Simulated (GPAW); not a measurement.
**CHFNSi (SMILES N#C[SiH]F) at UPBE/real-space grid (scalar-relativistic datasets)**

Wanted: the charge distribution of CHFNSi. Input form: an ASE script.

The calculation is run with GPAW 26.7.0.

4 further runs of the same task are left out: 2 that didn't finish, 2 set aside as unsound or not needed.

## Step 1: The molecule

CHFNSi has 5 atoms, charge 0, and is taken as a doublet. SMILES: `N#C[SiH]F`. The shape is that of a PBE0-D4/def2-TZVP optimisation.

Bond lengths: N1–C2 1.154 Å, C2–Si3 1.837 Å, Si3–F4 1.591 Å, Si3–H5 1.482 Å. Angles: N1–C2–Si3 173.9°, C2–Si3–F4 108.1°, C2–Si3–H5 109.3°, F4–Si3–H5 109.8°.

## Step 2: The charge distribution at UPBE/real-space grid (scalar-relativistic datasets)

File run.xyz:

```xyz
5

N      1.347400    -1.164000     1.391300
C      0.713800    -0.590000     0.616200
Si    -0.146100     0.297600    -0.743500
F     -1.590300    -0.347100    -0.917700
H     -0.274900     1.730000    -0.387600
```

File run.py:

```python
import numpy as np
from ase.io import read
from ase.units import Debye
from gpaw import GPAW

atoms = read("run.xyz")
atoms.center(vacuum=4.5)
atoms.set_initial_magnetic_moments([0.25, 0.25, 0.25, 0.25, 0.0])

calc = GPAW(mode="fd",
            h=0.18,
            xc="PBE",
            occupations={"name": "fermi-dirac", "width": 0.0, "fixmagmom": True},
            maxiter=150,
            symmetry="off",
            txt="-")
atoms.calc = calc

energy = atoms.get_potential_energy()
print(f"Energy = {energy:.5f} eV")
forces = atoms.get_forces()
print("Forces (eV/Ang)")
for symbol, f in zip(atoms.symbols, forces):
    print(f'{symbol:2} {f[0]:9.4f} {f[1]:9.4f} {f[2]:9.4f}')
dipole = atoms.get_dipole_moment() / Debye
print(f"Dipole: {np.linalg.norm(dipole):.3f} D")
print("Moments:", atoms.get_magnetic_moments().round(3))
```

Command:

```
$ python3 -u run.py | tee run.out
```

**Question.** What will come out? Wanted: energy as printed; dipole moment; HOMO energy; LUMO energy; largest force on an atom.

Computed results:

Level: UPBE/real-space grid (scalar-relativistic datasets).

```
                                              quantity        value
energy as printed (from the program's reference atoms)  -29.2283 eV
                                         dipole moment       3.02 D
                    HOMO energy (highest over α and β)     -6.24 eV
                     LUMO energy (lowest over α and β)     -4.51 eV
                              largest force on an atom   1.550 eV/Å
```

The largest force is 1.55 eV/Å: the shape isn't a stationary point for this species at this level.
